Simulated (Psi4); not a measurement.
**SnH3Se (SMILES [SeH][SnH2]) at UB3LYP/def2-TZVP (core potential)**

Aim: the vertical doublet–quartet gap of SnH3Se at UB3LYP/def2-TZVP (core potential), from 2 runs. 

The calculation is run with Psi4 1.11.

1 further run of the same task is left out (set aside as unsound or not needed).

**1. The structure to begin with**

The species is SnH3Se (5 atoms), meant as a doublet with charge 0. As SMILES, `[SeH][SnH2]`. Geometry: relaxed at PBE0-D4/def2-TZVP. This is one conformer, not always the lowest.

Bond lengths: Se1–Sn2 2.541 Å, Se1–H3 1.469 Å, Sn2–H4 1.727 Å, Sn2–H5 1.723 Å. Angles: Se1–Sn2–H4 107.7°, Se1–Sn2–H5 103.8°, Sn2–Se1–H3 92.1°, H4–Sn2–H5 109.5°.

**2. A single-point energy at UB3LYP/def2-TZVP (core potential)**

input.dat

```
memory 1600 mb

molecule system {
  0 2
  Se     1.009200    -0.943500     1.084400
  Sn     0.052500     0.454000    -0.809900
  H      0.054300    -2.031300     0.835000
  H     -1.669100     0.397200    -0.687400
  H      0.603000     2.050000    -0.463300
  symmetry c1
  no_reorient
  no_com
}

set {
  basis def2-TZVP
  reference uks
  puream true
  e_convergence 1e-09
  d_convergence 1e-08
  scf_type pk
  dft_radial_points 99
  dft_spherical_points 590
  maxiter 200
}

e, wfn = energy('b3lyp', return_wfn=True)
oeprop(wfn, 'LOWDIN_CHARGES', 'DIPOLE', 'MULLIKEN_CHARGES')
```

On the command line:

```bash
psi4 -i input.dat -o output.dat -n 1
```

output.dat (excerpt; [...] marks lines left out):

```text
[...]
    !!!  WARNING: ECP capability is in beta. Please check occupations closely.  !!!
[...]
  Running in c1 symmetry.
[...]
  Nuclear repulsion =  196.366997372113474
[...]
  Multiplicity = 2
[...]
  Nalpha       = 30
  Nbeta        = 29
[...]
    Number of basis functions: 116
[...]
 WARNING: Atomic UHF is not converging! Try casting from a smaller basis or call Rob at CCMST.
   -------------------------
[...]
   @UKS iter   1: -2616.85797426917134   -2.67520e+00   1.89476e-02 ADIIS/DIIS
[...]
   @UKS iter  14: -2617.75683198477100   -7.27596e-12   8.72444e-09 DIIS
[...]
   @S^2 Observed:                7.529978563E-01
[...]
    Orbital Energies [Eh]
    ---------------------
    Alpha Occupied:
       1A   -453.895696     2A    -58.081203     3A    -52.133634
       4A    -52.133054     5A    -52.131306     6A     -7.819385
       7A     -5.763279     8A     -5.760838     9A     -5.755116
      10A     -5.108922    11A     -3.451405    12A     -3.448283
      13A     -3.446082    14A     -2.117278    15A     -2.116399
      16A     -2.111659    17A     -2.109668    18A     -2.108788
      19A     -1.034491    20A     -1.031850    21A     -1.031591
      22A     -1.029233    23A     -1.027399    24A     -0.704727
      25A     -0.506612    26A     -0.394610    27A     -0.337692
      28A     -0.314653    29A     -0.269085    30A     -0.213258
    Alpha Virtual:
[...]
  @UKS Final Energy: -2617.75683198477100
   => Energetics <=
    Nuclear Repulsion Energy =            196.3669973721134738
    One-Electron Energy =               -4113.5988095643861016
    Two-Electron Energy =                1385.1704154151545936
    DFT Exchange-Correlation Energy =     -85.6954352076529489
    Empirical Dispersion Energy =           0.0000000000000000
    VV10 Nonlocal Energy =                  0.0000000000000000
    Total Energy =                      -2617.7568319847705425
[...]
 Multipole Moments:
 ------------------------------------------------------------------------------------
     Multipole            Electronic (a.u.)      Nuclear  (a.u.)        Total (a.u.)
 ------------------------------------------------------------------------------------
 L = 1.  Multiply by 2.5417464519 to convert [e a0] to [Debye]
 Dipole X            :        -65.3135263           65.1124034           -0.2011230
 Dipole Y            :         40.9256941          -40.9600027           -0.0343087
 Dipole Z            :        -35.7773495           35.4060977           -0.3712518
 Magnitude           :                                                    0.4236218
[...]
  Mulliken Charges: (a.u.)
   Center  Symbol    Alpha    Beta     Spin     Total
       1    SE    17.25146 17.06646  0.18499 -0.31792
       2    SN    11.13594 10.51080  0.62514  0.35326
       3     H     0.44243  0.44683 -0.00440  0.11074
       4     H     0.59100  0.48095  0.11005 -0.07195
       5     H     0.57917  0.49496  0.08421 -0.07413
   Total alpha = 30.00000, Total beta = 29.00000, Total charge = -0.00000
  Lowdin Charges: (a.u.)
   Center  Symbol    Alpha    Beta     Spin     Total
       1    SE    17.09077 16.90781  0.18296  0.00142
[...]
```

Run time: 21 s. Hardware: 1 thread of Intel Xeon 6975P-C (Granite Rapids), shared host; peak memory 0.72 GiB.

**3. The quartet: energy and gradient at UB3LYP/def2-TZVP (core potential)**

h3sesn.xyz

```xyz
5
H3SeSn
Se     1.009200    -0.943500     1.084400
Sn     0.052500     0.454000    -0.809900
H      0.054300    -2.031300     0.835000
H     -1.669100     0.397200    -0.687400
H      0.603000     2.050000    -0.463300
```

calc.py

```python
import psi4

psi4.set_memory('1600 MB')
psi4.set_num_threads(1)
psi4.core.set_output_file('h3sesn.out', False)

with open('h3sesn.xyz') as f:
    atoms = ''.join(f.readlines()[2:])
mol = psi4.geometry('0 4\n' + atoms + 'symmetry c1')

options = {'basis': 'def2-TZVP', 'reference': 'uks', 'puream': True, 'e_convergence': 1e-09, 'd_convergence': 1e-08, 'scf_type': 'pk', 'dft_radial_points': 99, 'dft_spherical_points': 590, 'maxiter': 200}
psi4.set_options(options)

e_tot, wfn = psi4.gradient("B3LYP", molecule=mol, return_wfn=True)
psi4.oeprop(wfn, "DIPOLE", "LOWDIN_CHARGES", "MAYER_INDICES", title="B3LYP")
print('gradient / Eh bohr^-1')
print(e_tot.np.round(6))
print(f'energy = {wfn.energy():.10f} Eh')
```

On the command line:

```bash
python calc.py
```

h3sesn.out (excerpt; [...] marks lines left out):

```text
[...]
    !!!  WARNING: ECP capability is in beta. Please check occupations closely.  !!!
[...]
  Running in c1 symmetry.
[...]
  Nuclear repulsion =  196.366997372113474
[...]
  Multiplicity = 4
[...]
  Nalpha       = 31
  Nbeta        = 28
[...]
    Number of basis functions: 116
[...]
 WARNING: Atomic UHF is not converging! Try casting from a smaller basis or call Rob at CCMST.
   -------------------------
[...]
   @UKS iter   1: -2616.70488261339915   -2.52368e+00   1.85107e-02 ADIIS/DIIS
[...]
   @UKS iter  21: -2617.57507088652801    4.54747e-13   6.90447e-09 DIIS
[...]
   @S^2 Observed:                3.754275381E+00
[...]
  @UKS Final Energy: -2617.57507088652801
   => Energetics <=
    Nuclear Repulsion Energy =            196.3669973721134738
    One-Electron Energy =               -4111.4434842012924491
    Two-Electron Energy =                1383.1765866554510467
    DFT Exchange-Correlation Energy =     -85.6751707127998969
    Empirical Dispersion Energy =           0.0000000000000000
    VV10 Nonlocal Energy =                  0.0000000000000000
    Total Energy =                      -2617.5750708865280103
[...]
  -Total Gradient:
     Atom            X                  Y                   Z
    ------   -----------------  -----------------  -----------------
       1       -0.037314263032     0.048999645134    -0.068072169577
       2        0.035308120996    -0.053199437921     0.059719802338
       3        0.000701732232     0.006909945191    -0.000462200740
       4        0.002556668569    -0.001260852944     0.004128060271
       5       -0.001251067031    -0.001445626926     0.004684871121
[...]
 Multipole Moments:
 ------------------------------------------------------------------------------------
     Multipole            Electronic (a.u.)      Nuclear  (a.u.)        Total (a.u.)
 ------------------------------------------------------------------------------------
 L = 1.  Multiply by 2.5417464519 to convert [e a0] to [Debye]
 Dipole X            :        -17.4185973           17.8819925            0.4633952
 Dipole Y            :         28.6742929          -29.6664628           -0.9921699
 Dipole Z            :        -40.5750193           41.3234341            0.7484148
 Magnitude           :                                                    1.3263713
[...]
```

Standard output:

```text
gradient / Eh bohr^-1
[[-0.037314  0.049    -0.068072]
 [ 0.035308 -0.053199  0.05972 ]
 [ 0.000702  0.00691  -0.000462]
 [ 0.002557 -0.001261  0.004128]
 [-0.001251 -0.001446  0.004685]]
energy = -2617.5750708865 Eh
```

Run time: 42 s. Hardware: 1 thread of Intel Xeon 6975P-C (Granite Rapids), shared host; peak memory 0.72 GiB.

**4. Summary of results**

At UB3LYP/def2-TZVP (core potential):

```
                                        quantity           value
                           doublet: total energy  -2617.75683 Eh
                          doublet: dipole moment          1.08 D
     doublet: HOMO energy (highest over α and β)        -5.80 eV
      doublet: LUMO energy (lowest over α and β)        -3.69 eV
                                   doublet: ⟨S²⟩           0.753
                           quartet: total energy  -2617.57507 Eh
                          quartet: dipole moment          3.37 D
     quartet: HOMO energy (highest over α and β)        -2.49 eV
                                   quartet: ⟨S²⟩           3.754
               quartet: largest force on an atom      4.721 eV/Å
vertical energy of the quartet above the doublet        4.946 eV
```

At this shape the quartet lies 4.95 eV (114 kcal/mol) above the doublet. Mulliken charges (doublet) run from -0.32 on Se1 to +0.35 on Sn2.
